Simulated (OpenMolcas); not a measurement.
# Mo³⁺ among point charges: CASSCF and CASPT2 levels and susceptibility

How does a field of 5 point charges split the states of Mo³⁺, and what χT follows?

The numbers are computed with OpenMolcas 26.06 (state-averaged CASSCF and CASPT2, spin-orbit coupling by RASSI with atomic mean-field integrals), except any that are marked as measured or tabulated.

### Step 1. The atom as given

| Property | Result |
| --- | --- |
| Species | Mo³⁺ (molybdenum, Z = 42, 39 electrons) |
| Basis | ANO-RCC-VDZP [6s5p3d1f], 43 functions |
| Scalar Hamiltonian | DKH2, point nucleus |
| Inactive shells | 1s 2s 2p 3s 3p 3d 4s 4p |
| Active space | 3 electrons in 5 orbitals (4d) |
| Some configurations of this space | 4d3 |
| Orbitals | optimised for each spin and parity, averaged over all roots |

The outer shells:

4d3
```
4d [↑ ][↑ ][↑ ][  ][  ]
```

The ion sits among 5 point charges of -2 e arranged as a square pyramid (C4v), 2.35 Å from the ion, with the axial distance 2.091 Å.

Each step is its own input file, run in one work folder so that later steps find the files of earlier ones. Labels, J, g values, rates, χT and fits are worked out afterwards by a script from the matrices that RASSI stores.

### Step 2. One- and two-electron integrals

File a.inp:

```
&GATEWAY
Coord
1

Mo 0.0 0.0 0.0
Basis=ANO-RCC-VDZP
Group=NoSym
NoMove
AngMom=0.0 0.0 0.0
AMFI
XField
5 Angstrom 0
2.350000 0.000000 0.000000 -2.000000
0.000000 2.350000 0.000000 -2.000000
-2.350000 0.000000 0.000000 -2.000000
0.000000 -2.350000 0.000000 -2.000000
0.000000 0.000000 2.091500 -2.000000
&SEWARD
```

Started as:

```console
> OMP_NUM_THREADS=1 MOLCAS_MEM=1689 MOLCAS_PROJECT=a pymolcas a.inp > a.log
```

What it wrote:

```text
Basis set label: MO.ANO-RCC...6S5P3D1F.

      Electronic valence basis set:
      ------------------
      Associated Effective Charge  42.000000 au
      Associated Actual Charge     42.000000 au
      Nuclear Model: Point charge

      Shell  nPrim  nBasis  Cartesian Spherical Contaminant
         s      21       6        X
         p      18       5        X
         d      13       3                 X
         f       6       1                 X
                  Relativistic Douglas-Kroll-Hess integrals:
                    - DKH order of Hamiltonian: 2
                    - DKH order of Properties : 0
                  Atomic mean-field integrals
```

### Step 3. Reference wave functions, quartets, 10 roots

File a.inp:

```
&RASSCF
FileOrb=start.orb
Symmetry=1
Spin=4
nActEl=3 0 0
Inactive=18
Ras2=5
CIRoot=10 10 1
SDav=10
CIMx=300
Iter=120 100
PrWF=0.3
OrbListing=Nothing
MaxOrb=0
>>> COPY $Project.JobIph JOB001
```

start.orb holds the contracted functions of the basis, ordered by shell, or the orbitals of the step before.

What it wrote, cut to the lines that bear on the results:

```text
[...]
      Number of active orbitals                  5
[...]
      Spin quantum number                      1.5
[...]
      Active orbitals                            5
[...]
      Number of CSFs                            10
      Number of root(s) required                10
[...]
      Convergence after 15 iterations
[...]
      Natural orbitals and occupation numbers for root  1
      sym 1:   0.920971   0.079029   1.000000   0.920971   0.079029
      Natural orbitals and occupation numbers for root  2
      sym 1:   0.920971   0.920971   1.000000   0.079029   0.079029
      Natural orbitals and occupation numbers for root  3
      sym 1:   0.116389   0.883611   1.000000   0.883611   0.116389
::    RASSCF root number  1 Total energy:  -4050.95335448
::    RASSCF root number  2 Total energy:  -4050.95335448
::    RASSCF root number  3 Total energy:  -4050.95143396
[...]
::    RASSCF root number  7 Total energy:  -4050.90656691
::    RASSCF root number  8 Total energy:  -4050.88311030
::    RASSCF root number  9 Total energy:  -4050.84378912
::    RASSCF root number 10 Total energy:  -4050.84378912
```

### Step 4. Reference wave functions, doublets, 40 roots

File a.inp:

```
&RASSCF
FileOrb=start.orb
Symmetry=1
Spin=2
nActEl=3 0 0
Inactive=18
Ras2=5
CIRoot=40 40 1
SDav=40
CIMx=300
Iter=120 100
PrWF=0.3
OrbListing=Nothing
MaxOrb=0
>>> COPY $Project.JobIph JOB002
```

What it wrote, cut to the lines that bear on the results:

```text
[...]
      Number of active orbitals                  5
[...]
      Spin quantum number                      0.5
[...]
      Active orbitals                            5
[...]
      Number of CSFs                            40
      Number of root(s) required                40
[...]
      Convergence after 10 iterations
[...]
      Natural orbitals and occupation numbers for root  1
      sym 1:   0.960817   0.639844   0.049206   1.316327   0.033806
      Natural orbitals and occupation numbers for root  2
      sym 1:   1.316327   0.049206   0.960817   0.639844   0.033806
      Natural orbitals and occupation numbers for root  3
      sym 1:   0.934790   0.113040   0.934790   0.944415   0.072965
::    RASSCF root number  1 Total energy:  -4050.90336866
::    RASSCF root number  2 Total energy:  -4050.90336865
::    RASSCF root number  3 Total energy:  -4050.90032558
[...]
::    RASSCF root number 27 Total energy:  -4050.81267496
::    RASSCF root number 28 Total energy:  -4050.81267496
::    RASSCF root number 29 Total energy:  -4050.80729759
::    RASSCF root number 30 Total energy:  -4050.80290981
```

### Step 5. State interaction with spin-orbit coupling

File a.inp:

```
&RASSI
NrOfJobIphs=2 10 40
1 2 3 4 5 6 7 8 9 10
1 2 3 4 5 6 7 8 9 10 11 12 13 14 15 16 17 18 19 20 21 22 23 24 25 26 27
28 29 30 31 32 33 34 35 36 37 38 39 40
IphNames
JOB001
JOB002
EJob
SpinOrbit
DIPRint=1.0
SOCoupling=1000.0
Subsets=2
Property=9
'ANGMOM' 1 'ANGMOM' 2 'ANGMOM' 3 'MLTPL  1' 1 'MLTPL  1' 2 'MLTPL  1' 3
'AMFI' 1 'AMFI' 2 'AMFI' 3
SOProperty=3
'ANGMOM' 1 'ANGMOM' 2 'ANGMOM' 3
```

What it wrote:

```text
SPIN-FREE ENERGIES:
  (Shifted by EMIN (a.u.) =      -4050.9533544779)

 SF State       Relative EMIN(au)   Rel lowest level(eV)    D:o, cm**(-1)      L_eff

     1             0.0000000000        0.0000000000              0.0000         2.8
     2             0.0000000000        0.0000000000              0.0000         2.8
     3             0.0019205191        0.0522599880            421.5052         2.2
     4             0.0148149604        0.4031356102           3251.5080         2.7
     5             0.0313189192        0.8522312081           6873.7083         2.7
     6             0.0313189192        0.8522312081           6873.7083         2.7
     7             0.0467875629        1.2731544455          10268.6831         2.8
    11             0.0499858218        1.3601835037          10970.6198         3.6
    12             0.0499858231        1.3601835394          10970.6201         3.6
    13             0.0530288976        1.4429898159          11638.4978         4.2
    14             0.0633474937        1.7237731179          13903.1678         3.0
    15             0.0650603144        1.7703813439          14279.0885         3.7
    16             0.0656613151        1.7867354070          14410.9929         3.6
    17             0.0656613163        1.7867354393          14410.9932         3.6
    18             0.0664655975        1.8086210445          14587.5125         3.7
    19             0.0695401650        1.8922842903          15262.3021         4.2
     8             0.0702441765        1.9114414176          15416.8147         1.8
    20             0.0715672320        1.9474435933          15707.1919         3.4
    21             0.0715672320        1.9474435933          15707.1919         3.4
    22             0.0738923056        2.0107120696          16217.4865         3.6
    23             0.0738923159        2.0107123488          16217.4888         3.6
    24             0.0779834895        2.1220388538          17115.3976         3.5
    25             0.0811770009        2.2089387254          17816.2923         3.4
    26             0.0850897040        2.3154088019          18675.0314         3.3
    27             0.0953144332        2.5936378564          20919.1001         3.6
    28             0.1009183235        2.7461274806          22149.0119         4.2
    29             0.1009183246        2.7461275091          22149.0121         4.2
    30             0.1037189916        2.8223375404          22763.6874         2.6
    10             0.1095653584        2.9814252867          24046.8166         1.3
     9             0.1095653584        2.9814252867          24046.8166         1.3
    31             0.1118145233        3.0426281814          24540.4513         4.2
    32             0.1130614949        3.0765600064          24814.1299         2.5
    33             0.1130615009        3.0765601705          24814.1312         2.5
    34             0.1137401019        3.0950258457          24963.0669         3.1
    35             0.1171792181        3.1886089644          25717.8657         4.5
    36             0.1305108066        3.5513799681          28643.8112         2.9
    37             0.1406795180        3.8280847010          30875.5854         4.2
    38             0.1406795185        3.8280847152          30875.5855         4.2
    39             0.1460568869        3.9744103626          32055.7814         3.1
    40             0.1504446676        4.0938079598          33018.7880         3.1
Eigenvalues of complex Hamiltonian:
   -----------------------------------
  (Shifted by EMIN (a.u.) =      -4050.9533544779)

 SO State       Relative EMIN(au)   Rel lowest level(eV)    D:o, cm**(-1)     J-value

     1            -0.0049665435        0.0000000000              0.0000         1.5
     2            -0.0049665435        0.0000000000              0.0000         1.5
     3            -0.0024705351        0.0679198501            547.8105         1.8
     4            -0.0024705351        0.0679198501            547.8105         1.8
     5            -0.0012402537        0.1013975123            817.8261         1.6
     6            -0.0012402537        0.1013975123            817.8261         1.6
     7             0.0017331123        0.1823069225           1470.4045         2.5
     8             0.0017331123        0.1823069225           1470.4045         2.5
     9             0.0017940153        0.1839641757           1483.7711         2.2
    10             0.0017940153        0.1839641757           1483.7711         2.2
    11             0.0043062430        0.2523253764           2035.1414         2.6
    12             0.0043062430        0.2523253764           2035.1414         2.6
    13             0.0140579452        0.5176827113           4175.3927         2.5
    14             0.0140579452        0.5176827113           4175.3927         2.5
    15             0.0147527968        0.5365905860           4327.8949         2.9
    16             0.0147527968        0.5365905860           4327.8949         2.9
    17             0.0301539632        0.9556776719           7708.0603         2.4
    18             0.0301539632        0.9556776719           7708.0603         2.4
    19             0.0306439265        0.9690102528           7815.5948         2.7
    20             0.0306439265        0.9690102528           7815.5948         2.7
    21             0.0313682692        0.9887206221           7974.5696         2.4
    22             0.0313682692        0.9887206221           7974.5696         2.4
    23             0.0314224700        0.9901955013           7986.4653         2.7
    24             0.0314224700        0.9901955013           7986.4653         2.7
    25             0.0462156140        1.3927374574          11233.1852         2.9
    26             0.0462156140        1.3927374574          11233.1852         2.9
    27             0.0467348730        1.4068672153          11347.1493         2.5
    28             0.0467348730        1.4068672153          11347.1493         2.5
    29             0.0483539525        1.4509246109          11702.4962         2.8
    30             0.0483539525        1.4509246109          11702.4962         2.8
    31             0.0496784245        1.4869653315          11993.1842         3.4
    32             0.0496784245        1.4869653315          11993.1842         3.4
    33             0.0543318218        1.6135907223          13014.4869         3.9
    34             0.0543318218        1.6135907223          13014.4869         3.9
    35             0.0617586336        1.8156845677          14644.4837         2.5
    36             0.0617586336        1.8156845677          14644.4837         2.5
    37             0.0631781097        1.8543104779          14956.0226         2.8
    38             0.0631781097        1.8543104779          14956.0226         2.8
    39             0.0640305877        1.8775075865          15143.1199         3.0
    40             0.0640305877        1.8775075865          15143.1199         3.0
    41             0.0647429674        1.8968924262          15299.4692         3.3
Weights of the five most important spin-orbit-free states for each spin-orbit state.

 SO State  Total energy (au)           Spin-free states, spin, and weights
 -------------------------------------------------------------------------------------------------------
    1        -0.004967       1 1.5  0.4831    2 1.5  0.4831    4 1.5  0.0170    5 1.5  0.0043    6 1.5  0.0043
    2        -0.004967       1 1.5  0.4831    2 1.5  0.4831    4 1.5  0.0170    5 1.5  0.0043    6 1.5  0.0043
    3        -0.002471       2 1.5  0.4336    1 1.5  0.4336    3 1.5  0.1140    4 1.5  0.0140   22 0.5  0.0007
    4        -0.002471       2 1.5  0.4336    1 1.5  0.4336    3 1.5  0.1140    4 1.5  0.0140   22 0.5  0.0007
    5        -0.001240       3 1.5  0.4662    1 1.5  0.2514    2 1.5  0.2514    4 1.5  0.0108    5 1.5  0.0077
    6        -0.001240       3 1.5  0.4662    1 1.5  0.2514    2 1.5  0.2514    4 1.5  0.0108    5 1.5  0.0077
    7         0.001733       3 1.5  0.8686    1 1.5  0.0566    2 1.5  0.0566    6 1.5  0.0047    5 1.5  0.0047
    8         0.001733       3 1.5  0.8686    1 1.5  0.0566    2 1.5  0.0566    6 1.5  0.0047    5 1.5  0.0047
    9         0.001794       2 1.5  0.3859    1 1.5  0.3859    3 1.5  0.2021    4 1.5  0.0123    5 1.5  0.0052
   10         0.001794       2 1.5  0.3859    1 1.5  0.3859    3 1.5  0.2021    4 1.5  0.0123    5 1.5  0.0052
   11         0.004306       2 1.5  0.3383    1 1.5  0.3383    3 1.5  0.3122    6 1.5  0.0023    5 1.5  0.0023
   12         0.004306       2 1.5  0.3383    1 1.5  0.3383    3 1.5  0.3122    6 1.5  0.0023    5 1.5  0.0023
```

These steps took 11 s in all on 1 thread, shared host.

Spin-free states:

```csv
state,degeneracy,E (cm-1),free-ion L (%)
quartet,2,0,F (95)
quartet,1,422,F (60)
quartet,1,3252,F (100)
quartet,2,6874,F (90)
quartet,1,10269,F (100)
doublet,2,10971,G (58)
doublet,1,11638,H (82)
doublet,1,13903,G (43)
doublet,1,14279,H (36)
doublet,2,14411,G (55)
doublet,1,14588,G (82)
doublet,1,15262,H (65)
quartet,1,15417,P (60)
doublet,2,15707,H (38)
doublet,2,16217,H (39)
doublet,1,17115,G (77)
doublet,1,17816,G (61)
doublet,1,18675,G (67)
doublet,1,20919,H (49)
doublet,2,22149,H (66)
doublet,1,22764,P (58)
quartet,2,24047,P (85)
doublet,1,24540,H (67)
doublet,2,24814,D (37)
```

With spin-orbit coupling:

```json
{"E (cm-1)": "0.0", "Degeneracy": "2", "2S+1": "4", "g": "0.86 0.86 1.36"}
{"E (cm-1)": "547.8", "Degeneracy": "2", "2S+1": "4", "g": "1.07 1.34 1.34"}
{"E (cm-1)": "817.8", "Degeneracy": "2", "2S+1": "4", "g": "0.70 1.51 1.51"}
{"E (cm-1)": "1470", "Degeneracy": "2", "2S+1": "4", "g": "0.08 0.08 4.80"}
{"E (cm-1)": "1484", "Degeneracy": "2", "2S+1": "4", "g": "0.08 0.72 0.72"}
{"E (cm-1)": "2035", "Degeneracy": "2", "2S+1": "4", "g": "2.74 2.74 6.03"}
{"E (cm-1)": "4175", "Degeneracy": "2", "2S+1": "4", "g": "0.00 0.00 5.04"}
{"E (cm-1)": "4328", "Degeneracy": "2", "2S+1": "4", "g": "1.67 4.39 4.39"}
{"E (cm-1)": "7708", "Degeneracy": "2", "2S+1": "4", "g": "0.31 2.40 2.40"}
{"E (cm-1)": "7816", "Degeneracy": "2", "2S+1": "4", "g": "0.54 0.54 2.14"}
{"E (cm-1)": "7975", "Degeneracy": "2", "2S+1": "4", "g": "0.87 0.87 6.64"}
{"E (cm-1)": "7986", "Degeneracy": "2", "2S+1": "4", "g": "3.20 3.20 4.09"}
{"E (cm-1)": "11233", "Degeneracy": "2", "2S+1": "4", "g": "2.11 3.57 3.57"}
{"E (cm-1)": "11347", "Degeneracy": "2", "2S+1": "4", "g": "0.00 0.00 6.77"}
{"E (cm-1)": "11702", "Degeneracy": "2", "2S+1": "2", "g": "1.58 1.75 1.75"}
{"E (cm-1)": "11993", "Degeneracy": "2", "2S+1": "2", "g": "0.98 1.98 1.98"}
{"E (cm-1)": "13014", "Degeneracy": "2", "2S+1": "2", "g": "1.37 3.08 3.08"}
{"E (cm-1)": "14644", "Degeneracy": "2", "2S+1": "2", "g": "0.59 2.20 2.20"}
{"E (cm-1)": "14956", "Degeneracy": "2", "2S+1": "2", "g": "1.21 1.23 1.23"}
{"E (cm-1)": "15143", "Degeneracy": "2", "2S+1": "2", "g": "0.00 2.56 2.56"}
{"E (cm-1)": "15299", "Degeneracy": "2", "2S+1": "2", "g": "0.16 2.50 2.50"}
{"E (cm-1)": "15586", "Degeneracy": "2", "2S+1": "2", "g": "0.27 0.27 1.62"}
{"E (cm-1)": "15832", "Degeneracy": "2", "2S+1": "2", "g": "0.92 0.92 1.77"}
{"E (cm-1)": "16614", "Degeneracy": "2", "2S+1": "4", "g": "1.11 2.31 2.31"}
```

The table of states holds 24 of 37 computed; the rest, higher up, is left out. Principal g values are given for doublets only; a zero marks a field direction without first-order Zeeman splitting.

Powder χT (cm³ K/mol): 0.11 at 2 K, 0.11 at 5 K, 0.12 at 10 K, 0.13 at 20 K, 0.17 at 50 K, 0.23 at 100 K, 0.30 at 150 K, 0.37 at 200 K, 0.44 at 250 K, 0.51 at 300 K.

### Step 6. CASPT2: IPEA 0.25, imaginary shift 0.1 (closed shells correlated: 4s 4p)

File a.inp:

```
>>> COPY JOB001 $Project.JobIph
&CASPT2
Multistate=10 1 2 3 4 5 6 7 8 9 10
NoMult
Frozen=14
IPEA=0.25
Imaginary=0.1
MaxIter=60
WThr=0.0 0.3 0.05
PrWF=0.5
NoMix
>>> COPY JOB002 $Project.JobIph
&CASPT2
Multistate=40 1 2 3 4 5 6 7 8 9 10 11 12 13 14 15 16 17 18 19 20 21 22
23 24 25 26 27 28 29 30 31 32 33 34 35 36 37 38 39 40
NoMult
Frozen=14
IPEA=0.25
Imaginary=0.1
MaxIter=60
WThr=0.0 0.3 0.05
PrWF=0.5
NoMix
```

What it wrote, cut to the lines that bear on the results:

```text
[...]
      Active orbitals                            5
[...]
      E2 (Variational):          -0.2122706118
      Total energy:           -4051.1656250897
[...]
::    CASPT2 Root  1     Total energy:  -4051.16562509
::    CASPT2 Root  2     Total energy:  -4051.16562508
[...]
::    CASPT2 Root 27     Total energy:  -4051.04410521
::    CASPT2 Root 28     Total energy:  -4051.04410524
::    CASPT2 Root 29     Total energy:  -4051.03538294
::    CASPT2 Root 30     Total energy:  -4051.03561596
```

Time for this run: 5.5 s (1 thread, shared host).

SS-CASPT2: lowest energy less the reference's lowest, -0.2133 hartree; reference weights 0.902 to 0.954.

States without spin-orbit coupling:

```
  state  degeneracy  E (cm-1)  free-ion L (%)
quartet           1         0          F (60)
quartet           2       226          F (95)
quartet           1      4580         F (100)
quartet           2      7425          F (90)
doublet           1      8715          G (43)
doublet           2      8731          G (58)
doublet           1      9187          H (82)
doublet           1     11512          H (65)
quartet           1     11703         F (100)
doublet           1     12317          H (36)
doublet           2     12557          G (55)
doublet           1     12853          G (82)
doublet           2     12902          H (39)
quartet           1     15087          P (60)
doublet           2     15388          H (38)
doublet           1     15643          H (49)
doublet           1     15803          G (67)
doublet           1     16337          G (77)
doublet           1     16848          G (61)
doublet           2     18429          D (37)
doublet           1     20807          P (58)
doublet           2     21211          H (66)
doublet           1     23091          D (51)
doublet           1     23127          H (67)
```

With spin-orbit coupling:

```
E (cm-1)  Degeneracy  2S+1               g
       0           2     4  0.87 0.87 1.31
     410           2     4  0.87 0.87 1.71
     440           2     4  1.18 2.37 2.37
    1010           2     4  0.44 0.44 1.97
    1410           2     4  0.41 0.41 3.75
    1930           2     4  1.61 1.61 7.99
    5210           2     4  0.01 0.01 5.01
    5360           2     4  1.65 4.17 4.17
    7940           2     4  0.71 1.74 1.74
    8110           2     4  0.63 0.63 2.09
    8270           2     4  2.08 2.08 5.36
    8280           2     4  0.93 0.93 6.53
    9140           2     2  0.67 1.27 1.27
    9490           2     2  0.32 1.87 1.87
    9650           2     2  2.04 3.26 3.26
   10480           2     2  1.97 2.92 2.92
   12130           2     2  0.75 0.75 1.79
   12380           2     4  0.52 0.52 5.67
   12410           2     2  0.28 0.28 0.58
   12990           2     2  0.05 0.09 0.09
   13290           2     2  1.77 2.15 2.15
   13350           2     2  0.84 1.38 1.38
   13580           2     2  0.66 2.32 2.32
   14220           2     2  0.45 0.45 1.98
```

Powder χT (cm³ K/mol): 0.10 at 2 K, 0.11 at 5 K, 0.11 at 10 K, 0.13 at 20 K, 0.17 at 50 K, 0.23 at 100 K, 0.31 at 150 K, 0.39 at 200 K, 0.48 at 250 K, 0.57 at 300 K.

### Step 7. The methods side by side

A. CASSCF
B. SS-CASPT2, IPEA 0.25, imaginary shift 0.1 (closed shells correlated: 4s 4p)

| method | ground state | first state of that spin (cm-1) | first gap with spin-orbit (cm-1) | χT at 300 K |
| --- | --- | --- | --- | --- |
| A | quartet | quartet 421.5 | 547.8 | 0.51 |
| B | quartet | quartet 225.9 | 410.9 | 0.57 |

### Step 8. What came out

| quantity | value |
| --- | --- |
| method | SS-CASPT2, IPEA 0.25, imaginary shift 0.1 (closed shells correlated: 4s 4p) |
| spin-free ground state | quartet, 1-fold in its orbital part |
| first state of the same spin within the active space | quartet at 226 cm⁻¹ |
| lowest level | 2-fold, g = 0.87, 0.87, 1.31 |
| next level | 410.9 cm⁻¹ |
| χT at 300 K | 0.57 cm³ K/mol |
| effective moment at 300 K | 2.14 μB |

Cost by method:

| method | time of its own steps | time with the reference |
| --- | --- | --- |
| A. CASSCF | 11 s | 11 s |
| B. SS-CASPT2, IPEA 0.25, imaginary shift 0.1, +4s 4p | 5.5 s | 17 s |

Times are of one thread on a shared host.

The spin-free ground state (quartet) comes to 60 % from free-ion F terms and keeps the highest spin of the shell. χT at 300 K is 0.57, against 1.88 cm³ K/mol for the spin alone, so spin-orbit coupling lowers it. The field of point charges can differ much from that of real complexes. This is an electrostatic model: the charges have no orbitals.
